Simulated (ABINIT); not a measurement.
Runs of ABINIT 10.8.3 (patched build) on Ti3S2. The structure is trigonal, space group R32 (No. 155). The conventional cell has a = 5.426 Å, b = 5.426 Å, c = 9.713 Å, α = 90.00°, β = 90.00°, γ = 120.00°. Around Ti (site symmetry 2) lie 4 S at 2.42 to 2.44 Å. S (site symmetry 3) is surrounded by 6 Ti at 2.42 to 2.44 Å. The cell comes from a database or a generator and needn't be the stable form of this composition.

```csv
task,level,potentials or basis,cell,k mesh,cutoff (eV),fine-grid cutoff,cell freedom (optcell),cutoff smearing ecutsm (Ha),optimiser (ionmov),force stop (Ha/bohr),mesh quality,gap on the mesh (eV),pressure (GPa),relaxed volume (Å³/atom),largest force (eV/Å)
band structure,PBE,JTH PAW PBE v2.0,as given,6 × 6 × 6,544,1088.46 eV,-,-,-,-,not flagged,none,0.5,-,0.04
relaxation of cell and atoms,LDA,JTH PAW LDA v2.0,relaxed,6 × 6 × 6,544,1088.46 eV,2,0.5,2,0.0005,not flagged,none,0.1,15.58,0.02
band structure,r2SCAN,JTH PAW PBE v2.0,as given,6 × 6 × 6,653,1251.72 eV,-,-,-,-,not flagged,none,2.5,-,0.04
band structure,TB-mBJ,JTH PAW LDA v2.0,as given,5 × 5 × 5,653,1251.72 eV,-,-,-,-,not flagged,none,-,-,-
relaxation of cell and atoms,PBEsol,PseudoDojo NC SR PBEsol v0.4.1 standard,relaxed,4 × 4 × 4,1143,-,2,0.5,2,0.0005,coarse,none,0.0,(a),0.02
```

Alike in all rows: no spin polarisation; smearing fermi-dirac 0.05 eV.

Problem. Estimate the missing entries.

Solution. (a) 15.96.

Caveats: some runs use coarse meshes; the PAW data sets were made with another functional, which shifts forces and pressure a little (some runs); the constant c of TB-mBJ comes from the pseudo density here, which moves gaps by up to 0.3 eV between sets of potentials (some runs).

A gap of «none» marks a metal or a gap under the smearing width.
